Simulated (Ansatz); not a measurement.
Crystal: KPt.

```
Pt K
1.0
     3.00085    0.00000    0.00000
    -1.50042    2.59881    0.00000
     0.00000    0.00000    5.34558
Pt K
1 1
Cartesian
  1.5004 0.8663 0.0000
  0.0000 0.0000 2.6728
```

The cell comes from a database or a generator and needn't be the stable form of this composition.

Base run:

| Quantity | Value |
| --- | --- |
| Program | Ansatz 0.2.0 |
| Functional | PBEsol |
| Potentials or basis | Ansatz PAW |
| Cutoff | 420 eV (not typed: the program's choice for these potentials) |
| k mesh | 10 × 10 × 5 |
| Occupations | gaussian, width 0.02 eV |
| Spin | no spin polarisation |

Its results: band gap on the k mesh none (metal or under the smearing width); pressure -4.1 GPa.

Task: The run is repeated on the same cell with these changes: functional from PBEsol to LDA; occupations from gaussian, width 0.02 eV to gaussian, width 0.05 eV. What comes out?

Result: Band gap on the k mesh none (metal or under the smearing width); pressure -7.1 GPa.

Caveats: the PAW data sets come from PBE, with cores solved anew for the run's functional, which leaves a small shift of forces and pressure.
